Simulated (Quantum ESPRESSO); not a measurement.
## PtSe in Quantum ESPRESSO: the effect of functional

The system is PtSe.

```
CELL_PARAMETERS angstrom
4.29141 0.00000 0.00000
-2.14571 3.71647 0.00000
0.00000 0.00000 7.02834
ATOMIC_POSITIONS crystal
Pt 0.66667 0.33333 0.00000
Pt 0.33333 0.66667 0.50000
Se 0.66667 0.33333 0.62520
Se 0.33333 0.66667 0.12520
```

The cell comes from a database or a generator and needn't be the stable form of this composition.

Alike in all runs:

```yaml
Program: Quantum ESPRESSO 7.5
Task: phonons
Cutoff: 612 eV
Density_cutoff: 4898 eV
k_mesh: 4 × 4 × 2, shifted
Occupations: fermi-dirac, width 0.05 eV
Spin: no spin polarisation
```

Each run relaxes the cell or the atoms first.

```tsv
functional	potentials or basis	relaxed volume (Å³/atom)	highest phonon frequency (cm⁻¹)
LDA	GBRV 1.5 LDA	?	?
PBEsol	GBRV 1.5 PBEsol	22.15	213
PW91	GBRV 1.5 PBE	23.19	200
revPBE	GBRV 1.5 PBE	23.58	195
vdW-DF-cx	GBRV 1.5 PBE	22.37	209
```

Q: What does the run with functional LDA give?

A: Relaxed volume 21.69 Å³/atom; highest phonon frequency 219 cm⁻¹.

Caveats: all runs use coarse meshes; the mesh is thin for the phonons of a metal; the volume moved by over 15 % at a fixed basis, so the end points are rough; some modes are imaginary (some runs); the potentials were made for another functional, which shifts forces and pressure (some runs).

Runs at the PBE level aren't shown here.
